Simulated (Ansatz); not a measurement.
# Pt (P6_3/mmc): scan of the energy under strain in Python

What does a strain cost in Pt (P6_3/mmc)? The task is a scan of the energy under strain, for Pt (P6_3/mmc).

Program: Ansatz 0.2.0 through its Python package. Level of theory: DFT PBEsol+D3(BJ) with three-body term, plane waves, PAW. These are calculated values, not measurements.

### Step 1. The system

Symmetry: P6_3/mmc, No. 194, hexagonal system. Conventional cell: a = 2.761 Å, b = 2.761 Å, c = 4.792 Å, α = 90.00°, β = 90.00°, γ = 120.00°. Around Pt (site symmetry -6m2) lie 12 Pt at 2.76 to 2.88 Å.

No structure file is read: the coordinates are typed or built in the script.

### Step 2. Script

File strain_pt.py:

```python
from dataclasses import dataclass

import ansatz as az
import matplotlib.pyplot as plt
import numpy as np


@dataclass
class Options:
    functional: str = "pbesol"
    vdw: str = "d3bjatm"
    filling: str = "cold"
    smearing_width: float = 0.15
    cutoff_ev: int = 520
    kmesh: tuple[int, ...] = (14, 14, 7)


cfg = Options()

VECTORS = np.array([
    [2.76067, 0.0, 0.0],
    [-1.38033, 2.39081, 0.0],
    [0.0, 0.0, 4.79213],
])
SITES = [
    ("Pt", [2 / 3, 1 / 3, 0.75]),
    ("Pt", [1 / 3, 2 / 3, 0.25]),
]


def crystal_on(cell):
    crystal = az.Crystal(lattice=az.Lattice.of(cell))
    for symbol, position in SITES:
        crystal = crystal.atom(symbol, position)
    return crystal

values = np.linspace(-0.03, 0.03, 7)
energies = []
for d in values:
    strain = np.array([[0, d / 2, 0], [d / 2, 0, 0], [0, 0, 0]])
    cell = VECTORS @ (np.eye(3) + strain)
    calc = (
        crystal_on(cell).calculation()
        .functional(cfg.functional, dispersion=cfg.vdw)
        .occupations(cfg.filling, width=cfg.smearing_width)
        .basis(cfg.cutoff_ev)
        .kpoints(*cfg.kmesh)
    )
    report = calc.run(threads=1).report
    energies.append(report["free_energy_ev"] / len(SITES))
    print(f"d = {d:+.4f}  F = {energies[-1]:.5f} eV/atom")
energies = np.array(energies)

for value, e in zip(values, energies):
    print(f"strain {value:7.3f}   E - Emin = {1000 * (e - energies.min()):9.3f} meV/atom")
plt.figure(figsize=(4.5, 3))
plt.plot(values, 1000 * (energies - energies.min()), "o-")
plt.xlabel("strain")
plt.ylabel("meV/atom")
plt.tight_layout()
plt.savefig("strain.png", dpi=100)
curvature = 2 * np.polyfit(values, energies, 3)[1]
volume = abs(np.linalg.det(VECTORS)) / len(SITES)
print(f"d2E/dd2 over the volume: {curvature / volume * 160.21766:.1f} GPa")
```

### Step 3. The calls as engine input

The engine receives this input (first run):

```yaml
crystal:
  lattice:
    - [2.76067, -0.041410050000000004, 0.0]
    - [-1.41619215, 2.41151495, 0.0]
    - [0.0, 0.0, 4.79213]
  atoms:
    - { symbol: Pt, position: [0.6666666666666666, 0.3333333333333333, 0.75] }
    - { symbol: Pt, position: [0.3333333333333333, 0.6666666666666666, 0.25] }
basis:
  ecutwfc: 520.0
kpoints:
  mp_grid:
    grid: [14, 14, 7]
hamiltonian:
  xc: pbesol
  dispersion: d3bjatm
scf:
  occupations:
    method: cold
    width: 0.15
```

### Step 4. The run

Started as:

```
$ python strain_pt.py
```

The log of the run:

```text
d = -0.0300  F = -12384.34472 eV/atom
d = -0.0200  F = -12384.34721 eV/atom
d = -0.0100  F = -12384.34871 eV/atom
d = +0.0000  F = -12384.34921 eV/atom
d = +0.0100  F = -12384.34871 eV/atom
d = +0.0200  F = -12384.34721 eV/atom
d = +0.0300  F = -12384.34472 eV/atom
strain  -0.030   E - Emin =     4.493 meV/atom
strain  -0.020   E - Emin =     1.999 meV/atom
strain  -0.010   E - Emin =     0.500 meV/atom
strain   0.000   E - Emin =     0.000 meV/atom
strain   0.010   E - Emin =     0.500 meV/atom
strain   0.020   E - Emin =     2.000 meV/atom
strain   0.030   E - Emin =     4.495 meV/atom
d2E/dd2 over the volume: 101.2 GPa
```

Wall time 74 s (1 thread of Arm Neoverse V1, shared host); peak memory 0.62 GiB.

### Step 5. What changed from run to run

The engine's inputs for some of the other runs:

Run 3, against run 1:

```diff
@@ -3,2 +3,2 @@
-    - [2.76067, -0.041410050000000004, 0.0]
-    - [-1.41619215, 2.41151495, 0.0]
+    - [2.76067, -0.013803349999999999, 0.0]
+    - [-1.39228405, 2.39771165, 0.0]
```

Run 4, against run 1:

```diff
@@ -3,2 +3,2 @@
-    - [2.76067, -0.041410050000000004, 0.0]
-    - [-1.41619215, 2.41151495, 0.0]
+    - [2.76067, 0.0, 0.0]
+    - [-1.38033, 2.39081, 0.0]
```

Run 5, against run 1:

```diff
@@ -3,2 +3,2 @@
-    - [2.76067, -0.041410050000000004, 0.0]
-    - [-1.41619215, 2.41151495, 0.0]
+    - [2.76067, 0.013803350000000004, 0.0]
+    - [-1.3683759500000001, 2.38390835, 0.0]
```

### Step 6. The runs side by side

The 7 runs, in the order started:

| run | strain | energy from run 4 (meV/atom) | SCF cycles | CPU time (s) |
| --- | --- | --- | --- | --- |
| 1 | -0.030 | 4.49 | 6 | 13 |
| 2 | -0.020 | 2.00 | 6 | 11 |
| 3 | -0.010 | 0.50 | 6 | 11 |
| 4 | 0.000 | 0.00 | 6 | 3 |
| 5 | 0.010 | 0.50 | 6 | 11 |
| 6 | 0.020 | 2.00 | 6 | 12 |
| 7 | 0.030 | 4.49 | 6 | 11 |

Energies are free energies F = E - TS of the smeared occupations. 

### Step 7. Summary of results

| quantity | value |
| --- | --- |
| curvature under the strain | 101.2 GPa |
| runs compared | 7 |
| range of energy | 4.49 meV/atom |
| lowest point, strain | 0.000 |

**Reading.** Against the unstrained cell the energy per atom changes by +4.49 meV at one end of the scan and +4.49 meV at the other, and its second derivative over the volume is 101.2 GPa. Notes:
- The run is spin-unpolarised.
- The curvature belongs to this strain pattern and to the cell's stress; it equals a single elastic constant only for simple patterns.
- In a metal a curvature from energy changes of a few meV or less hangs on mesh and smearing, in size and even in sign.
- Spin-orbit coupling, which matters for elements this heavy, is left out.
- This isn't the structure that Pt takes at ambient conditions.
- The ions keep their fractional positions (clamped ions). Whether this is the phase that is stable at ambient conditions was not tested.
